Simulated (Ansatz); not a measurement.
# FGeH₃OSi: basis-set convergence

Aim: see how fast density functionals converge with the basis set for FGeH₃OSi.

Method: one geometry, several basis sets; program: Ansatz 0.2.0, Gaussian basis.

Levels to be run: PBE0-D4/def2-SVP; ωB97M-V/def2-SVP; PBE0-D4/def2-QZVPP; ωB97M-V/def2-QZVPP; the functionals' def2-TZVPP values are taken from earlier runs.

### 1 The relaxed structure

The geometry comes from an earlier relaxation with PBE0-D4 in a triple-zeta def2 set; it is a stationary point, not always the lowest conformer.

SMILES `F[SiH]1[O][GeH2]1`, 7 atoms, charge 0, spin multiplicity 1.

Atoms are counted from 1 here; the program's logs count them from 0.

Bond lengths: F1–Si2 1.588 Å, Si2–O3 1.624 Å, Si2–Ge4 2.255 Å, Si2–H5 1.477 Å, O3–Ge4 1.913 Å, Ge4–H6 1.536 Å, Ge4–H7 1.535 Å. Angles: F1–Si2–O3 116.9°, F1–Si2–Ge4 122.3°, F1–Si2–H5 106.1°, O3–Si2–Ge4 56.3°, O3–Si2–H5 118.7°, Ge4–Si2–H5 127.9°, Si2–O3–Ge4 78.7°, Si2–Ge4–O3 44.9°, Si2–Ge4–H6 124.5°, Si2–Ge4–H7 122.9°, O3–Ge4–H6 108.6°, O3–Ge4–H7 108.2°, H6–Ge4–H7 111.1°.

### 2 PBE0-D4 in def2-SVP

Input file in.yaml:

```yaml
crystal:
  periodic: [false, false, false]
  atoms:
    - {symbol: F, position_ang: [-2.139974, 0.934635, 0.294500]}
    - {symbol: Si, position_ang: [-0.650662, 0.837743, -0.247278]}
    - {symbol: O, position_ang: [0.523095, 0.648831, 0.859626]}
    - {symbol: Ge, position_ang: [0.584683, -1.037456, -0.042519]}
    - {symbol: H, position_ang: [-0.511123, 1.910585, -1.252565]}
    - {symbol: H, position_ang: [1.989007, -1.223980, -0.635752]}
    - {symbol: H, position_ang: [0.266274, -2.138358, 0.978289]}
basis:
  gaussian: {orbitals: def2-SVP}
hamiltonian: {xc: pbe0, dispersion: d4}
output: {orbitals: {seedname: orbitals}}
```

Run with:

```bash
ansatz run in.yaml --threads 2 --pin off --events-out ev --progress --plain --max-ram 4352MiB
```

Further steps of the session: ωB97M-V in def2-SVP; PBE0-D4 in def2-QZVPP; ωB97M-V in def2-QZVPP.

**Question.** What will the summary of the whole plan be? Wanted: PBE0-D4: double and triple zeta above quadruple; ωB97M-V: double and triple zeta above quadruple.

**Answer**, as computed:

```
                                       quantity           value
PBE0-D4: double and triple zeta above quadruple  18.09, 1.78 eV
ωB97M-V: double and triple zeta above quadruple  18.11, 1.71 eV
```

For PBE0-D4 the step from double to triple zeta gains 16.31 eV and the next only 1.78 eV. These are total energies; as a rule much of such shifts cancels in differences, which this series doesn't test.
